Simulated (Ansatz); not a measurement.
# C₂H₆Cl₂Zr: up Jacob's ladder to CCSD(T)

An exercise on one series of results from a longer session: the logs are not shown, and one member is left open.

Method: functionals in def2-TZVPP, the program's frozen cores in correlated methods; program: Ansatz 0.2.0, Gaussian basis.

Plan: LDA (SPW92), PBE-D4, revPBE-D4, BLYP-D4, r2SCAN-D4, B97M-V, PBE0-D4, B3LYP-D4, r2SCANh-D4, r2SCAN0-D4, HSE06-D4, BHLYP-D4, CAM-B3LYP-D4, LC-ωPBE, ωB97X-V, ωB97M-V, B2PLYP, PBE-QIDH; CCSD(T)/def2-SVP; CCSD(T)/def2-TZVPP; MP2/def2-QZVPP; extrapolation to the limit; RPA on PBE.

**The geometry**

All runs share one geometry, relaxed beforehand with PBE0-D4 in a triple-zeta def2 set. Zr takes the def2 core potential; no spin-orbit term is included.

SMILES `[CH3][Zr]([CH3])([Cl])[Cl]`, 11 atoms, charge 0, spin multiplicity 1.

Atoms are counted from 1 here; the program's logs count them from 0.

Bond lengths: C1–Zr2 2.190 Å, C1–H6 1.097 Å, C1–H7 1.097 Å, C1–H8 1.096 Å, Zr2–C3 2.190 Å, Zr2–Cl4 2.343 Å, Zr2–Cl5 2.343 Å, C3–H9 1.096 Å, C3–H10 1.097 Å, C3–H11 1.097 Å. Angles: Zr2–C1–H6 110.4°, Zr2–C1–H7 110.3°, Zr2–C1–H8 111.9°, H6–C1–H7 108.2°, H6–C1–H8 108.0°, H7–C1–H8 108.0°, C1–Zr2–C3 104.3°, C1–Zr2–Cl4 108.6°, C1–Zr2–Cl5 108.6°, C3–Zr2–Cl4 108.6°, C3–Zr2–Cl5 108.6°, Cl4–Zr2–Cl5 117.5°, Zr2–C3–H9 111.9°, Zr2–C3–H10 110.3°, Zr2–C3–H11 110.4°, H9–C3–H10 108.0°, H9–C3–H11 108.0°, H10–C3–H11 108.2°.

The first run:

in.yaml

```yaml
crystal:
  periodic: [false, false, false]
  atoms:
    - {symbol: C, position_ang: [-0.992095, 0.506299, 1.398057]}
    - {symbol: Zr, position_ang: [-0.415338, 0.343200, -0.707859]}
    - {symbol: C, position_ang: [1.415972, -0.856597, -0.675535]}
    - {symbol: Cl, position_ang: [-2.074097, -0.858533, -1.845305]}
    - {symbol: Cl, position_ang: [0.108330, 2.482810, -1.506041]}
    - {symbol: H, position_ang: [-0.198213, 0.997071, 1.974080]}
    - {symbol: H, position_ang: [-1.158265, -0.490074, 1.825384]}
    - {symbol: H, position_ang: [-1.912151, 1.087394, 1.526083]}
    - {symbol: H, position_ang: [1.824701, -1.005374, -1.681253]}
    - {symbol: H, position_ang: [2.183363, -0.362520, -0.067205]}
    - {symbol: H, position_ang: [1.217793, -1.843678, -0.240406]}
basis:
  gaussian: {orbitals: def2-TZVPP}
hamiltonian: {xc: lda}
output: {orbitals: {seedname: orbitals}}
```

The run is started by

```
$ ansatz run in.yaml --threads 4 --pin off --events-out ev --progress --plain --max-ram 11315MiB
```

Steps of the session up to this table: LDA; PBE-D4 (GGA); revPBE-D4 (GGA); BLYP-D4 (GGA); r2SCAN-D4 (meta-GGA); B97M-V (meta-GGA); PBE0-D4 (hybrid); B3LYP-D4 (hybrid); r2SCANh-D4 (hybrid); r2SCAN0-D4 (hybrid); HSE06-D4 (hybrid); BHLYP-D4 (hybrid); CAM-B3LYP-D4 (range-separated); LC-ωPBE (range-separated); ωB97X-V (range-separated); ωB97M-V (range-separated); B2PLYP (double hybrid); PBE-QIDH (double hybrid).

One of the session's tables, all rows but one given; the rest of the session is left out.

It belongs to the step «Orbital energies across the functionals». 

```
  functional  HOMO (eV)  LUMO (eV)  gap (eV)
 LDA (SPW92)      -6.92      -2.99      3.93
      PBE-D4      -6.81      -2.75      4.05
   revPBE-D4      -6.76      -2.66      4.10
     BLYP-D4      -6.67      -2.63      4.04
   r2SCAN-D4      -7.13      -2.55      4.58
      B97M-V      -7.21      -2.50      4.71
     PBE0-D4      -8.17      -1.85      6.32
    B3LYP-D4      -7.92      -2.07      5.85
  r2SCANh-D4      -7.63      -2.22      5.41
  r2SCAN0-D4      -8.38      -1.72      6.66
    HSE06-D4      -7.76      -2.23      5.54
    BHLYP-D4      -9.42      -0.79      8.63
CAM-B3LYP-D4      -9.58      -0.72      8.86
     LC-ωPBE     -11.02       0.46     11.47
     ωB97X-V          ?          ?         ?
     ωB97M-V     -10.48       0.27     10.75
```

**Question.** Estimate the row for ωB97X-V.

As computed: HOMO (eV): -10.64; LUMO (eV): 0.36; gap (eV): 11.00. In the column «HOMO (eV)» it lies between LC-ωPBE (-11.02) and ωB97M-V (-10.48).
